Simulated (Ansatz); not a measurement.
# As₂H₂ (singlet): the correlation ladder, cc-pVTZ

An exercise on one series of results from a longer session: the logs are not shown, and one member is left open.

Method: cc-pVTZ, core rule «outside noble gas», up to 28 orbitals frozen; program: Ansatz 0.2.0, Gaussian basis.

To be run: UHF; CCSD(T) on RHF; CCSD(T) on UHF; BCCD(T) on RHF; CCSDT(Q) on RHF; CCSDT(Q) on UHF; CASSCF and MRCISD+Q, 12 electrons in 10 orbitals; CASSCF and NEVPT2, 12 electrons in 10 orbitals.

4 further runs of the same task are left out: 4 set aside as unsound or not needed. Runs told in other sessions of the task aren't counted.

### The system

The geometry is a PBE0/def2-TZVP stationary point (not a proven minimum). No spin-orbit coupling is included. The filled d shell of As may be among the frozen orbitals whatever the setting's name suggests.

4 atoms, charge 0, spin multiplicity 1.

Atoms are counted from 1 here; the program's logs count them from 0.

Bond lengths: As1–As2 2.154 Å, As1–H3 1.512 Å, As1–H4 1.512 Å. Angles: As2–As1–H3 128.9°, As2–As1–H4 128.9°, H3–As1–H4 102.2°.

Set-up of the first run:

The input, in.yaml:

```yaml
crystal:
  periodic: [false, false, false]
  atoms:
    - {symbol: As, position_ang: [0.000000, 0.000000, 1.050021]}
    - {symbol: As, position_ang: [0.000000, 0.000000, -1.103836]}
    - {symbol: H, position_ang: [0.000000, 1.176683, 2.000096]}
    - {symbol: H, position_ang: [0.000000, -1.176682, 2.000096]}
basis:
  gaussian: {orbitals: cc-pVTZ}
magnetization: {spin_polarized: true, initial_magnetization: 0}
hamiltonian: {xc: hf}
output: {orbitals: {seedname: orbitals}}
```

The run is started by

```
$ ansatz run in.yaml --threads 1 --pin off --events-out ev --progress --plain --max-ram 2816MiB --backend cpu
```

Among the steps run: UHF; CCSD(T) on RHF; CCSD(T) on UHF; BCCD(T) on RHF; CCSDT(Q) on RHF; CCSDT(Q) on UHF; CASSCF and MRCISD+Q, 12 electrons in 10 orbitals; CASSCF and NEVPT2, 12 electrons in 10 orbitals.

One of the session's tables, all rows but one given; the rest of the session is left out.

| method | from RCCSDT(Q) (kcal/mol) |
| --- | --- |
| RHF | +198.46 |
| UHF | ? |
| RMP2 | +31.33 |
| UMP2 | +37.45 |
| RCCSD | +11.78 |
| UCCSD | +12.11 |
| RCCSD(T) | +1.60 |
| UCCSD(T) | +1.64 |
| BCCD(T) | +1.58 |
| RCCSDT | +0.88 |
| UCCSDT | +0.96 |
| RCCSDT(Q) | 0 |
| UCCSDT(Q) | -0.07 |
| CASSCF valence | +145.28 |
| NEVPT2 valence | +31.17 |
| MRCISD valence | +15.21 |
| MRCISD+Q valence | +2.10 |

**Question.** Estimate the row for UHF.

**Answer.** from RCCSDT(Q) (kcal/mol): +196.58. In the column «from RCCSDT(Q) (kcal/mol)» it lies between CASSCF valence (+145.28) and RHF (+198.46).

Caveats from the session: Restricted and unrestricted rows rest on different reference determinants; a gap between their highest levels can come from leftover correlation error, from unlike frozen cores or from another state.
